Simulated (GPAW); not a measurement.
# ScNbN (P-3m1) in GPAW: further runs

Aim: see how the results for ScNbN move with the level of theory and the settings. Levels: r2SCAN, PBE. Tasks: band structure.

All numbers are computed with GPAW 26.7.0; they aren't measurements. Logs are shortened: lines on timing, memory, paths and dates and some standing lists are left out, and cuts for length are marked. The log counts tension as positive stress, the text compression.

## 1. Starting point

Symmetry: P-3m1, No. 164, trigonal system. Conventional cell: a = 3.111 Å, b = 3.111 Å, c = 10.357 Å, α = 90.00°, β = 90.00°, γ = 120.00°. Nb (site symmetry 3m) has 3 N at 2.21 Å as nearest neighbours. Around Sc (site symmetry -3m) lie 6 Sc at 3.11 Å and 6 Nb at 3.13 Å. Around Sc (site symmetry -3m) lie 6 N at 2.23 Å. N (site symmetry 3m) has 3 Nb at 2.21 Å and 3 Sc at 2.23 Å as nearest neighbours.

The cell comes from a database or a generator and needn't be the stable form of this composition.

## 2. Band structure, r2SCAN

File run.py:

```python
from ase import Atoms
from ase.dft.bandgap import bandgap
from ase.io import write
from ase.units import GPa
from gpaw import GPAW, PW

atoms = Atoms(['Nb', 'Nb', 'Sc', 'Sc', 'N', 'N'],
              cell=[[3.1109744204, 0.0, 0.0],
                    [-1.5554872102, 2.6941828786, 0.0],
                    [0.0, 0.0, 10.357153]],
              scaled_positions=[[0.3333333333, 0.6666666667, 0.247431],
                                [0.6666666667, 0.3333333333, 0.752569],
                                [0.0, 0.0, 0.0],
                                [0.0, 0.0, 0.5],
                                [0.3333333333, 0.6666666667, 0.627811],
                                [0.6666666667, 0.3333333333, 0.372189]],
              pbc=True)

calc = GPAW(mode=PW(800),
            xc='MGGA_X_R2SCAN+MGGA_C_R2SCAN',
            kpts={'size': (7, 7, 2), 'gamma': True},
            occupations={'name': 'fermi-dirac', 'width': 0.05},
            nbands=53,
            convergence={'density': 1e-05, 'energy': 1e-05},
            maxiter=150,
            txt='gpaw.txt')
atoms.calc = calc
energy = atoms.get_potential_energy()
forces = atoms.get_forces()
stress = atoms.get_stress()
calc.write('gs.gpw')
write('result.traj', atoms)
print(f'Energy: {energy:.6f} eV')
print('Forces (eV/A):')
print(forces.round(4))
print('Stress (GPa):', (stress / GPa).round(3))
print('Fermi level:', round(calc.get_fermi_level(), 4), 'eV')
print(f'Gap: {bandgap(calc)[0]:.4f} eV, direct: {bandgap(calc, direct=True)[0]:.4f} eV')

path = atoms.cell.bandpath('GMKGALHA,LM,KH', npoints=100, eps=1e-4)
bs_calc = calc.fixed_density(kpts=path, symmetry='off', nbands=75,
                             convergence={'bands': 'CBM+6.0', 'eigenstates': 1e-6}, txt='bands.txt')
bs = bs_calc.band_structure()
bs.write('bs.json')
print(f'Gap on the path: {bandgap(bs_calc)[0]:.4f} eV')
```

Potentials or basis: GPAW PAW data sets (gpaw-data 1.2.1), pw.

Launch:

```console
OMP_NUM_THREADS=1 python run.py
```

gpaw.txt:

```text
__  _  _
 | _ |_)|_||  |
 |__||  | ||/\| - 26.7.0

Input parameters:
  mode=PW(ecut=800.0),
  convergence={'density': 1e-05, 'energy': 1e-05},
  kpts=MonkhorstPack(size=(7, 7, 2), gamma=True),
  maxiter=150,
  nbands=53,
  occupations=Occupations(name='fermi-dirac', width=0.05),
  xc=XC(name='MGGA_X_R2SCAN+MGGA_C_R2SCAN')

Diagonalizing LCAO Hamiltonian
Converting LCAO to pw mode

            Nb
         N

       Sc
            N
         Nb

       Sc

Atoms  # Å, Bohr magnetons
|   | symbol |         x |        y |        z |    initial magnetic moments |
|---|--------|-----------|----------|----------|-----------------------------|
| 0 |     Nb | -0.000000 | 1.796122 | 2.562681 | ( 0.0000,  0.0000,  0.0000) |
| 1 |     Nb |  1.555487 | 0.898061 | 7.794472 | ( 0.0000,  0.0000,  0.0000) |
| 2 |     Sc |  0.000000 | 0.000000 | 0.000000 | ( 0.0000,  0.0000,  0.0000) |
| 3 |     Sc |  0.000000 | 0.000000 | 5.178577 | ( 0.0000,  0.0000,  0.0000) |
| 4 |      N | -0.000000 | 1.796122 | 6.502335 | ( 0.0000,  0.0000,  0.0000) |
| 5 |      N |  1.555487 | 0.898061 | 3.854818 | ( 0.0000,  0.0000,  0.0000) |

Unit cell  # Å
| periodic |         x |        y |         z |   lengths |     angles |
|----------|-----------|----------|-----------|-----------|------------|
|      yes |  3.110974 | 0.000000 |  0.000000 |  3.110974 |  90.000000 |
|      yes | -1.555487 | 2.694183 |  0.000000 |  3.110974 |  90.000000 |
|      yes |  0.000000 | 0.000000 | 10.357153 | 10.357153 | 120.000000 |

Number of symmetries: 12
Symmetry operations  # r_c * U_cc + t_c -> r_c
|    | kind |            matrix            |
|----|------|------------------------------|
|  0 |  σ   |  1, 1, 0,  0,-1, 0,  0, 0, 1 |
|  1 |  S6  |  1, 1, 0, -1, 0, 0,  0, 0,-1 |
|  2 |  E   |  1, 0, 0,  0, 1, 0,  0, 0, 1 |
|  3 |  C2  |  1, 0, 0, -1,-1, 0,  0, 0,-1 |
|  4 |  C2  |  0, 1, 0,  1, 0, 0,  0, 0,-1 |
|  5 |  C3  |  0, 1, 0, -1,-1, 0,  0, 0, 1 |
|  6 |  S6  |  0,-1, 0,  1, 1, 0,  0, 0,-1 |
|  7 |  σ   |  0,-1, 0, -1, 0, 0,  0, 0, 1 |
|  8 |  σ   | -1, 0, 0,  1, 1, 0,  0, 0, 1 |
|  9 |  i   | -1, 0, 0,  0,-1, 0,  0, 0,-1 |
| 10 |  C3  | -1,-1, 0,  1, 0, 0,  0, 0, 1 |
| 11 |  C2  | -1,-1, 0,  0, 1, 0,  0, 0,-1 |

BZ-sampling:
  Number of BZ points: 98
  Number of IBZ points: 16

  Monkhorst-Pack size: [7, 7, 2]
  Monkhorst-Pack shift: [0.0, 0.0, 0.25]

K-points  # in reciprocal-cell coordinates
|     |                                coordinates |     weight |
|-----|--------------------------------------------|------------|
|   0 | (  0.00000000,   0.00000000,   0.00000000) | 0.01020408 |
|   1 | (  0.00000000,   0.00000000,   0.50000000) | 0.01020408 |
|   2 | (  0.14285714,   0.00000000,   0.00000000) | 0.06122449 |
|   3 | (  0.14285714,   0.00000000,   0.50000000) | 0.06122449 |
|   4 | (  0.28571429,  -0.14285714,   0.00000000) | 0.06122449 |
|   5 | (  0.28571429,  -0.14285714,   0.50000000) | 0.06122449 |
|   6 | (  0.28571429,   0.00000000,   0.00000000) | 0.06122449 |
|   7 | (  0.28571429,   0.00000000,   0.50000000) | 0.06122449 |
|   8 | (  0.42857143,  -0.14285714,   0.00000000) | 0.12244898 |
|   9 | (  0.42857143,  -0.14285714,   0.50000000) | 0.12244898 |
| ... |                                            |            |
|  15 | (  0.42857143,   0.42857143,   0.50000000) | 0.06122449 |

Plane wave coefficients: 4486
Cutoff: 800.0 eV

Spin-components: 1 (collinear spins)
Bands:           53
Projectors:      34
Spin-degeneracy: 2
Datatype:        complex128

Parallelization:
  kpt:    1
  domain: 1
  band:   1

Density:
  Valence electrons: 58.0
  Components: 1
  Grid points: [21 21 70]
  Charge: 0.0  # |e|

Potential:
  Grid points: [21 21 70]

species:
  Nb:
    name:    Niobium
    Z:       41.0
    valence: 13
    core:    28
    charge:  0.0  # [|e|]
    compensation charges:
      type: gauss
      rc: 0.40  # [Å]
      lmax: 2
    cutoffs:
      filter: 2.35  # [Å]
      core: 1.51  # [Å]
    projectors
    | kind |    occ | energy [eV] | rcut [Å] |
    |------|--------|-------------|----------|
    |   4s |  2.000 |     -58.361 |    1.323 |
    |   5s |  1.000 |      -3.980 |    1.323 |
    |   4p |  6.000 |     -34.526 |    1.323 |
    |   5p |  0.000 |      -1.111 |    1.323 |
    |   4d |  4.000 |      -3.041 |    1.244 |
    |    d |        |      24.171 |    1.244 |

    Using partial waves for Nb as LCAO basis

  Sc:
    name:    Scandium
    Z:       21.0
    valence: 11
    core:    10
    charge:  0.0  # [|e|]
    compensation charges:
      type: gauss
      rc: 0.39  # [Å]
      lmax: 2
    cutoffs:
      filter: 2.14  # [Å]
      core: 1.08  # [Å]
    projectors
    | kind |    occ | energy [eV] | rcut [Å] |
    |------|--------|-------------|----------|
    |   3s |  2.000 |     -55.031 |    1.228 |
    |   4s |  2.000 |      -4.183 |    1.228 |
    |   3p |  6.000 |     -33.625 |    1.281 |
    |   4p |  0.000 |      -1.467 |    1.281 |
    |   3d |  1.000 |      -3.233 |    1.196 |
    |    d |        |      23.979 |    1.196 |

    Using partial waves for Sc as LCAO basis

  N:
    name:    Nitrogen
    Z:       7.0
    valence: 5
    core:    2
    charge:  0.0  # [|e|]
    compensation charges:
      type: gauss
      rc: 0.18  # [Å]
      lmax: 2
    cutoffs:
      filter: 1.11  # [Å]
      core: 0.96  # [Å]
    projectors
    | kind |    occ | energy [eV] | rcut [Å] |
    |------|--------|-------------|----------|
    |   2s |  2.000 |     -18.583 |    0.603 |
    |   2p |  3.000 |      -7.089 |    0.529 |
    |    s |        |       8.629 |    0.603 |
    |    p |        |      20.123 |    0.529 |
    |    d |        |       0.000 |    0.577 |

    Using partial waves for N as LCAO basis

Reference energy: -252353.504827  # eV

eigensolver:
  PPCG
  Converge bands: occupied
  niter=2

density mixing:
  MSR1-Mixer
  Pratt-step length: 0.05
  Maximum mixing coefficient: 0.75
  Old densities: 10
  SVD Regularization: 0.005
  Good broyden scale: 1.0
  Trust region scale: 1.0
  Backstep threshold: 4.0
  History deletion threshold: 6.0
  Fourier metric: weight=20.0, sigma=0.015

occupation numbers:
  Fermi-Dirac:
    width: 0.0500  # eV

poisson solver:
  ecut: 6400.0  # eV

xc functional:
  name: MGGA_X_R2SCAN+MGGA_C_R2SCAN with 2 nearest neighbor stencil

convergence criteria:
- Maximum integral of absolute [dens]ity change: 1e-05 electrons / valence electron
- Maximum [total energy] change in last 3 cyles: 1e-05 eV / valence electron
- Maximum integral of absolute [eigenst]ate change: 4e-08 eV^2 / valence electron
maximum number of iterations: 150

SCF iterations
|iter     | |      energy | eigst |  dens |
|---------|-|-------------|-------|-------|
|iter:   1| | -112.168310 | +0.57 |       |
|iter:   2| |  -91.991178 | -0.46 | -0.86 |
|iter:   3| |  -95.351159 | -0.31 | -0.96 |
|iter:   4| |  -87.219914 | -0.59 | -0.89 |
|iter:   5| |  -87.812680 | -1.33 | -1.46 |
|iter:   6| |  -87.861901 | -1.70 | -1.62 |
|iter:   7| |  -87.864902 | -2.41 | -2.01 |
|iter:   8| |  -87.872219 | -2.87 | -2.26 |
|iter:   9| |  -87.870888 | -3.51 | -2.56 |
|iter:  10| |  -87.870954 | -4.63 | -3.39 |
|iter:  11| |  -87.870979c| -5.49 | -3.75 |
|iter:  12| |  -87.870992c| -6.29 | -4.31 |
|iter:  13| |  -87.870996c| -7.51c| -4.91 |
|iter:  14| |  -87.870997c| -7.77c| -5.46c|

Converged in 14 steps
Energy contributions relative to reference atoms: (reference = -252353.504827)

Energy contributions:
  Kinetic:          -0.489884
  Coulomb:         -12.922074
  Zero:              0.211353
  External:          0.000000
  Xc:              -74.656179
  Entropy:          -0.028427
  Spinorbit:         0.000000
  ----------------------------
  Free energy:     -87.885210
  Extrapolated:    -87.870997

dipole moment: (-8.347075, -14.457558, -27.781617)  # |e|*Ang

Fermi level: 9.847
Eigenvalues  # (at kpt = [0.000, 0.000, 0.000])
| band index |      eig [eV] | occ [0-2] |
|------------|---------------|-----------|
|          0 |       -47.202 |     2.000 |
|        ... |               |           |
|         19 |         4.605 |     2.000 |
|         20 |         5.317 |     2.000 |
|         21 |         5.317 |     2.000 |
|         22 |         5.447 |     2.000 |
|         23 |         6.176 |     2.000 |
|         24 |         6.176 |     2.000 |
|         25 |         8.770 |     2.000 |
|         26 |         8.842 |     2.000 |
|         27 |        10.346 |     0.000 |
|         28 |        10.346 |     0.000 |
|         29 |        10.452 |     0.000 |
|         30 |        10.857 |     0.000 |
|         31 |        11.006 |     0.000 |
|         32 |        11.007 |     0.000 |
|         33 |        11.532 |     0.000 |
|         34 |        11.532 |     0.000 |
|        ... |               |           |
|         52 |        25.911 |     0.000 |

No gap
No difference between direct/indirect transitions

Forces  # eV/Ang
|        x |       y |        z |
|----------|---------|----------|
|  0.00000 | 0.00000 |  0.16995 |  # Nb   0
| -0.00000 | 0.00000 | -0.16995 |  # Nb   1
| -0.00000 | 0.00000 |  0.00000 |  # Sc   2
|  0.00000 | 0.00000 |  0.00000 |  # Sc   3
|  0.00000 | 0.00000 |  0.15186 |  # N    4
|  0.00000 | 0.00000 | -0.15186 |  # N    5

Stress tensor  # eV/Ang^3
|        x |        y |        z |
|----------|----------|----------|
| 0.022018 | 0.000000 | 0.000000 |
| 0.000000 | 0.022018 | 0.000000 |
| 0.000000 | 0.000000 | 0.020452 |

# Writing to gs.gpw (mode='')
```

It took 22 min on 1 thread of Arm Neoverse V2, shared host; peak memory 1.2 GiB.

What came out:

```yaml
Free_energy: -87.8852 eV
Pressure: -3.4 GPa
Largest_force: 0.170 eV/Å
Band_gap_along_the_path: none (metal or under the smearing width)
```

Forces on the atoms (eV/Å):
```
Nb   0.000  0.000  0.170
Nb   0.000  0.000 -0.170
Sc   0.000  0.000  0.000
Sc   0.000  0.000  0.000
N    0.000  0.000  0.152
N    0.000  0.000 -0.152
```

Stress tensor (GPa, compression positive):
```
-3.53  0.00  0.00
 0.00 -3.53  0.00
 0.00  0.00 -3.28
```

Levels at the corners of the path, in eV from the Fermi level:
```csv
point,band 25,band 26,band 27,band 28,band 29,band 30,band 31,band 32,band 33,band 34
Γ,-3.67,-1.08,-1.01,0.50,0.50,0.61,1.01,1.16,1.16,1.68
M,-2.51,-1.64,-1.06,-0.85,-0.41,0.56,0.62,1.97,2.55,3.22
K,-1.55,-1.35,-1.34,-0.93,-0.17,-0.17,1.95,2.23,2.23,2.83
Γ,-3.67,-1.08,-1.01,0.50,0.50,0.61,1.01,1.16,1.16,1.68
A,-3.68,-1.55,-0.36,0.12,0.56,0.56,1.01,1.01,1.28,2.06
L,-2.28,-2.02,-1.05,-0.62,-0.52,0.50,0.88,2.23,2.32,2.74
H,-1.50,-1.34,-1.34,-1.00,-0.17,-0.17,2.23,2.37,2.37,2.47
A,-3.68,-1.55,-0.36,0.12,0.56,0.56,1.01,1.01,1.28,2.06
L,-2.28,-2.02,-1.05,-0.62,-0.52,0.50,0.88,2.23,2.32,2.74
M,-2.51,-1.64,-1.06,-0.85,-0.41,0.56,0.62,1.97,2.55,3.22
K,-1.55,-1.35,-1.34,-0.93,-0.17,-0.17,1.95,2.23,2.23,2.83
H,-1.50,-1.34,-1.34,-1.00,-0.17,-0.17,2.23,2.37,2.37,2.47
```

Caveat: the PAW data sets were made with another functional, which shifts forces and pressure a little.

## 3. Band structure, PBE

run.py, as its differences from that of step 2:

```diff
@@ -19,3 +19,3 @@
 calc = GPAW(mode=PW(800),
-            xc='MGGA_X_R2SCAN+MGGA_C_R2SCAN',
+            xc='PBE',
             kpts={'size': (7, 7, 2), 'gamma': True},
```

Potentials or basis: GPAW PAW data sets (gpaw-data 1.2.1), pw.

Launch:

```console
OMP_NUM_THREADS=1 python run.py
```

It took 7.6 min on 1 thread of Arm Neoverse V2, shared host; peak memory 1 GiB.

It converged, with:

```yaml
Free_energy: -53.0743 eV
Pressure: -3.0 GPa
Largest_force: 0.301 eV/Å
Band_gap_along_the_path: none (metal or under the smearing width)
```

Forces on the atoms (eV/Å):
```
Nb   0.000  0.000  0.246
Nb   0.000  0.000 -0.246
Sc   0.000  0.000  0.000
Sc   0.000  0.000  0.000
N    0.000  0.000  0.301
N    0.000  0.000 -0.301
```

Stress tensor (GPa, compression positive):
```
-2.90  0.00  0.00
 0.00 -2.90  0.00
 0.00  0.00 -3.19
```

Levels at the corners of the path, in eV from the Fermi level:
| point | band 26 | band 27 | band 28 | band 29 | band 30 | band 31 | band 32 | band 33 |
| --- | --- | --- | --- | --- | --- | --- | --- | --- |
| Γ | -0.96 | -0.90 | 0.39 | 0.39 | 0.65 | 0.83 | 1.02 | 1.02 |
| M | -1.54 | -0.97 | -0.80 | -0.29 | 0.47 | 0.62 | 1.81 | 2.38 |
| K | -1.29 | -1.29 | -0.80 | -0.12 | -0.12 | 1.79 | 2.03 | 2.03 |
| Γ | -0.96 | -0.90 | 0.39 | 0.39 | 0.65 | 0.83 | 1.02 | 1.02 |
| A | -1.36 | -0.32 | 0.13 | 0.45 | 0.45 | 0.87 | 0.87 | 1.14 |
| L | -1.93 | -0.95 | -0.48 | -0.43 | 0.55 | 0.69 | 2.06 | 2.18 |
| H | -1.28 | -1.28 | -0.87 | -0.12 | -0.12 | 2.06 | 2.17 | 2.17 |
| A | -1.36 | -0.32 | 0.13 | 0.45 | 0.45 | 0.87 | 0.87 | 1.14 |
| L | -1.93 | -0.95 | -0.48 | -0.43 | 0.55 | 0.69 | 2.06 | 2.18 |
| M | -1.54 | -0.97 | -0.80 | -0.29 | 0.47 | 0.62 | 1.81 | 2.38 |
| K | -1.29 | -1.29 | -0.80 | -0.12 | -0.12 | 1.79 | 2.03 | 2.03 |
| H | -1.28 | -1.28 | -0.87 | -0.12 | -0.12 | 2.06 | 2.17 | 2.17 |
